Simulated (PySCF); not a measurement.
# C36H20: the cost of one run

Computed with PySCF 2.14.0 and routines of our own; the level stands in each step. Atoms count from 0.

### Step 1. The starting structure

56 atoms, charge 0, multiplicity 1; geometry from: GFN2-xTB.

### Step 2. Electronic excitations: TDDFT revPBE/pcseg-1

The job: settings as JSON, then the geometry in Å.

```
{"job": {"kind": "uv", "basis": "pcseg-1", "grid": 1, "kgrid": 1, "vcut": 0.3, "nstates": 5, "ntriplets": 2, "tda": false, "delta": ["ip_vertical"], "pop": false, "xc": "revPBE", "scf": {"conv": 1e-06}}, "charge": 0, "multiplicity": 1}
C     -0.402426    -0.040154     0.492150
C      0.398368     0.039071    -0.457089
C      1.233122     0.125664    -1.459486
C      2.032168     0.206183    -2.409156
C      2.870748     0.290672    -3.412887
C      3.667749     0.368481    -4.359925
C      4.539039     0.454967    -5.397346
C      5.250358    -0.740053    -5.814572
C      5.664272    -0.925728    -7.138566
C      6.345911    -2.068271    -7.506210
C      6.627064    -3.050433    -6.568928
C      6.203102    -2.889534    -5.258454
C      5.518036    -1.752909    -4.884236
C      4.724812     1.739417    -6.048390
C      5.935142     2.087684    -6.658714
C      6.081017     3.313192    -7.276881
C      5.030943     4.218240    -7.298964
C      3.833554     3.894891    -6.678796
C      3.681444     2.674514    -6.055325
C     -1.238813    -0.125671     1.493490
C     -2.038867    -0.202618     2.442761
C     -2.878283    -0.287138     3.446283
C     -3.673784    -0.365979     4.394625
C     -4.544006    -0.454236     5.432614
C     -5.920052    -0.831607     5.161645
C     -6.240538    -1.602657     4.037088
C     -7.552005    -1.920178     3.752552
C     -8.575421    -1.471367     4.573858
C     -8.274710    -0.688998     5.677790
C     -6.964917    -0.368204     5.970363
C     -4.065416    -0.168139     6.773646
C     -4.634311    -0.793915     7.889658
C     -4.141027    -0.555319     9.156129
C     -3.070157     0.304984     9.341204
C     -2.484160     0.915936     8.242732
C     -2.969560     0.680944     6.973569
H      5.423434    -0.180223    -7.882283
H      6.657408    -2.198473    -8.532740
H      7.165320    -3.940149    -6.859286
H      6.414375    -3.653955    -4.524875
H      5.199257    -1.623307    -3.859757
H      6.768695     1.401625    -6.620609
H      7.022101     3.568895    -7.742304
H      5.147159     5.173459    -7.788538
H      3.013710     4.598411    -6.687378
H      2.743660     2.418984    -5.582897
H     -5.444712    -1.956720     3.397318
H     -7.781447    -2.520991     2.884659
H     -9.601169    -1.721274     4.348490
H     -9.069039    -0.320011     6.310531
H     -6.744966     0.274345     6.810268
H     -5.443984    -1.495702     7.753290
H     -4.589133    -1.049735    10.005989
H     -2.687261     0.489870    10.333503
H     -1.642806     1.579273     8.380064
H     -2.513633     1.161587     6.119681
```

Level: TDDFT revPBE/pcseg-1, vertical, gas phase, core orbitals frozen in the response, virtual orbitals cut by energy.

Launch:

```console
$ OMP_NUM_THREADS=2 python large_run.py task.json out
```

The driver reads the jobs from task.json and runs them one after another.

**Question.** How long does this first job take on 2 threads of Intel Xeon Platinum 8559C, shared host, and how much memory does it need?

About 2.1 min, with a peak of 1.3 GiB.
